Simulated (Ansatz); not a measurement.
# WC: an axial (c/a) deformation path

One table from this session's results is given with a row withheld; the runs are named, their logs left out.

Program: Ansatz 0.2.0. Level of theory: DFT r2SCAN, scalar-relativistic, plane waves, PAW. These are calculated values, not measurements.

1 further run of the same task is left out (set aside as unsound or not needed).

**The system as given**

It takes space group P-6m2 (No. 187, hexagonal). Conventional cell: a = 2.901 Å, b = 2.901 Å, c = 2.829 Å, α = 90.00°, β = 90.00°, γ = 120.00°. W (site symmetry -6m2) has 6 C at 2.19 Å as nearest neighbours. C (site symmetry -6m2) is surrounded by 6 W at 2.19 Å.

Coordinates:

```
CELL_PARAMETERS angstrom
2.90050 0.00000 0.00000
-1.45025 2.51191 0.00000
0.00000 0.00000 2.82900
ATOMIC_POSITIONS crystal
W 0.00000 0.00000 0.00000
C 0.66667 0.33333 0.50000
```

Source of the structure: the Crystallography Open Database.

Set-up of the first run:

Contents of input.yaml:

```yaml
crystal:
  lattice:
    - [2.900501436, 0.0, 0.0]
    - [-1.450250718, 2.5119079273, 0.0]
    - [0.0, 0.0, 2.829]
  atoms:
    - { symbol: W, position: [0.0, 0.0, 0.0] }
    - { symbol: C, position: [0.6666666667, 0.3333333333, 0.5] }
basis:
  ecutwfc: 500
kpoints:
  mp_grid: { grid: [9, 9, 6] }
hamiltonian:
  xc: r2scan
scf:
  occupations: { method: gaussian, width: 0.1 }
output:
  forces: true
  stress: true
  eigenvalues: true
```

Among the steps run: Quick check of gap, pressure and forces; The undisturbed cell; ρ = 0.850; At ρ = 1.200; Point ρ = 0.920; Point ρ = 1.100; At ρ = 0.960; ρ = 1.050.

One table of the session follows, with a row left open; its other results are not shown here.

Collected from the runs (energy zero: the undisturbed cell):

```
    ρ  ΔE (meV/atom)  pressure (GPa)
0.850          447.9            20.1
0.920              ?               ?
0.960           26.6             6.6
1.000            0.0             4.3
1.050           40.5             2.9
1.100          149.4             3.0
1.200          518.2             5.9
```

Q: Estimate the row for ρ = 0.920 from the others.

Worked estimate for «ΔE (meV/atom)». A straight line through the neighbours (0.850, 447.9) and (0.960, 26.6) gives 447.9 + (26.6 − 447.9) × (0.920 − 0.850) / (0.960 − 0.850) = 179.8; a parabola fitted to 3 rows on both sides gives 120.7.

The run gave: ΔE (meV/atom): 115.0; pressure (GPa): 10.1. In «ΔE (meV/atom)» the line misses by +64.8 and the parabola by +5.7.
